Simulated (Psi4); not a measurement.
# InClF2 (SMILES [F][In]([F])[Cl]) at CCSD(T)/def2-SVP (core potential)

What is the energy change on altering one bond length of InClF2 at CCSD(T)/def2-SVP (core potential)? 

The calculation is run with Psi4 1.11.

1 further run of the same task is left out (set aside as unsound or not needed).

**1. The structure to begin with**

The species is InClF2 (4 atoms), meant as a singlet with charge 0. SMILES: `[F][In]([F])[Cl]`. The shape is that of a PBE0-D4/def2-TZVP optimisation.

Bond lengths: F1–In2 1.923 Å, In2–F3 1.923 Å, In2–Cl4 2.277 Å. Angles: F1–In2–F3 114.8°, F1–In2–Cl4 122.6°, F3–In2–Cl4 122.6°.

**2. The energy at CCSD(T)/def2-SVP (core potential)**

job.inp

```
memory 2200 MB

molecule m {
  0 1
  F
  In 1 R2
  F 2 R3 1 A3
  Cl 2 R4 3 A4 1 D4

  R2 = 1.922571
  R3 = 1.922559
  A3 = 114.79989
  R4 = 2.276895
  A4 = 122.60217
  D4 = 179.99569
  symmetry c1
  no_reorient
  no_com
}

set basis def2-SVP
set puream true
set e_convergence 1e-09
set d_convergence 1e-08
set scf_type pk
set num_frozen_docc 11

E, wfn = energy('ccsd(t)', return_wfn=True)
```

Started as:

```
$ psi4 job.inp job.out -n 1
```

job.out:

```text
[...]
    !!!  WARNING: ECP capability is in beta. Please check occupations closely.  !!!
[...]
  Running in c1 symmetry.
[...]
  Nuclear repulsion =  244.159016576278987
[...]
  Multiplicity = 1
[...]
  Nalpha       = 28
  Nbeta        = 28
[...]
    Number of basis functions: 72
[...]
   @RHF iter   1:  -847.22698635610084   -1.98084e+00   8.33685e-03 ADIIS/DIIS
[...]
   @RHF iter  12:  -847.37262929824237   -4.77485e-12   4.70834e-09 DIIS
[...]
    Orbital Energies [Eh]
    ---------------------
    Doubly Occupied:
       1A   -104.814688     2A    -26.241824     3A    -26.241791
       4A    -10.576999     5A     -8.051508     6A     -8.048899
       7A     -8.048753     8A     -5.471042     9A     -3.735095
      10A     -3.728209    11A     -3.726066    12A     -1.494345
      13A     -1.492364    14A     -1.151723    15A     -1.120410
      16A     -1.118788    17A     -1.115220    18A     -1.109043
      19A     -1.063104    20A     -0.657247    21A     -0.612433
      22A     -0.611968    23A     -0.610823    24A     -0.598987
      25A     -0.586745    26A     -0.528073    27A     -0.490862
      28A     -0.487280
[...]
  @RHF Final Energy:  -847.37262929824237
   => Energetics <=
    Nuclear Repulsion Energy =            244.1590165762789866
    One-Electron Energy =               -1735.9947151759763528
    Two-Electron Energy =                 644.4630693014551071
    Total Energy =                       -847.3726292982423729
[...]
 Multipole Moments:
 ------------------------------------------------------------------------------------
     Multipole            Electronic (a.u.)      Nuclear  (a.u.)        Total (a.u.)
 ------------------------------------------------------------------------------------
 L = 1.  Multiply by 2.5417464519 to convert [e a0] to [Debye]
 Dipole X            :          0.0019070           -0.0017932            0.0001138
 Dipole Y            :        -12.3790677           12.8337402            0.4546726
 Dipole Z            :         -7.9153416            8.2062210            0.2908794
 Magnitude           :                                                    0.5397573
[...]
      * MP2 total energy                      = -847.960117936903316
[...]
      * CCSD total energy                     = -847.974591704245768
[...]
      * CCSD(T) total energy                  = -847.985700779519675
[...]
```

It took 52 s on 1 thread of Intel Xeon at 2.50GHz (Skylake/Cascade Lake), shared host; peak memory 0.33 GiB.

**3. The distorted shape at the same level**

clf2in.dat

```
memory 2.2 GB

molecule mol {
  0 1
  F     -0.039637     1.958754     2.155358
  In    -0.581137     1.303654     0.430858
  F      0.831500    -1.720700    -0.482100
  Cl    -2.038737     2.430454    -0.907042
  units angstrom
  symmetry c1
  no_reorient
  no_com
}

set puream true
set e_convergence 1e-09
set d_convergence 1e-08
set scf_type pk
set num_frozen_docc 11

E = energy("ccsd(t)/def2-SVP")
print_variables()
```

Started as:

```
$ psi4 -n 1 clf2in.dat clf2in.out
```

clf2in.out:

```text
[...]
    !!!  WARNING: ECP capability is in beta. Please check occupations closely.  !!!
[...]
  Running in c1 symmetry.
[...]
  Nuclear repulsion =  211.133532719794715
[...]
  Multiplicity = 1
[...]
  Nalpha       = 28
  Nbeta        = 28
[...]
    Number of basis functions: 72
[...]
   @RHF iter   1:  -846.95111859906865   -1.89659e+00   9.44032e-03 ADIIS/DIIS
[...]
   @RHF iter  16:  -847.17115946866124    2.27374e-13   4.71551e-09 DIIS
[...]
    Orbital Energies [Eh]
    ---------------------
    Doubly Occupied:
       1A   -104.869650     2A    -26.298031     3A    -26.084964
       4A    -10.631266     5A     -8.105746     6A     -8.102760
       7A     -8.102641     8A     -5.554700     9A     -3.816158
      10A     -3.812016    11A     -3.808558    12A     -1.545335
      13A     -1.290236    14A     -1.221871    15A     -1.199724
      16A     -1.197439    17A     -1.197081    18A     -1.188185
      19A     -1.120447    20A     -0.682569    21A     -0.656239
      22A     -0.655929    23A     -0.585328    24A     -0.537515
      25A     -0.535800    26A     -0.437846    27A     -0.437649
      28A     -0.368929
[...]
  @RHF Final Energy:  -847.17115946866124
   => Energetics <=
    Nuclear Repulsion Energy =            211.1335327197947151
    One-Electron Energy =               -1668.5201576871354519
    Two-Electron Energy =                 610.2154654986795776
    Total Energy =                       -847.1711594686612443
[...]
 Multipole Moments:
 ------------------------------------------------------------------------------------
     Multipole            Electronic (a.u.)      Nuclear  (a.u.)        Total (a.u.)
 ------------------------------------------------------------------------------------
 L = 1.  Multiply by 2.5417464519 to convert [e a0] to [Debye]
 Dipole X            :         73.5937530          -75.0894751           -1.4957221
 Dipole Y            :       -131.2870386          133.8624124            2.5753738
 Dipole Z            :        -16.1670776           16.4172338            0.2501562
 Magnitude           :                                                    2.9886976
[...]
      * MP2 total energy                      = -847.784451386011597
[...]
      * CCSD total energy                     = -847.806523227194475
[...]
      * CCSD(T) total energy                  = -847.849446128627051
[...]
```

It took 86 s on 1 thread of Intel Xeon at 2.50GHz (Skylake/Cascade Lake), shared host; peak memory 0.33 GiB.

**4. What came out**

Level: CCSD(T)/def2-SVP (core potential), 11 core orbitals frozen.

| quantity | value |
| --- | --- |
| first shape: total energy | -847.98570 Eh |
| first shape: HOMO energy (Hartree–Fock orbitals) | -13.26 eV |
| first shape: LUMO energy (Hartree–Fock orbitals) | 0.44 eV |
| first shape: HOMO–LUMO gap (Hartree–Fock orbitals) | 13.70 eV |
| first shape: correlation energy (11 core orbitals frozen) | -613.1 mEh |
| first shape: (T) correction | -11.11 mEh |
| first shape: T1 diagnostic | 0.014 |
| distorted shape: total energy | -847.84945 Eh |
| distorted shape: HOMO energy (Hartree–Fock orbitals) | -10.04 eV |
| distorted shape: LUMO energy (Hartree–Fock orbitals) | -3.10 eV |
| distorted shape: HOMO–LUMO gap (Hartree–Fock orbitals) | 6.94 eV |
| distorted shape: correlation energy (11 core orbitals frozen) | -678.3 mEh |
| distorted shape: (T) correction | -42.92 mEh |
| distorted shape: T1 diagnostic | 0.063 |
| energy change with the In2–F3 bond stretched from 1.923 to 3.461 Å | 3.708 eV |

What this shows: With the In2–F3 bond stretched from 1.923 to 3.461 Å the energy rises by 3.71 eV (86 kcal/mol). The first shape isn't relaxed at this level, so the change isn't measured from a minimum. The triples (first shape) make up 1.8 % of the correlation energy. The T1 diagnostic (distorted shape) of 0.063 is above the customary mark for such species, so a single reference may not serve. The triples (distorted shape) make up 6.3 % of the correlation energy.
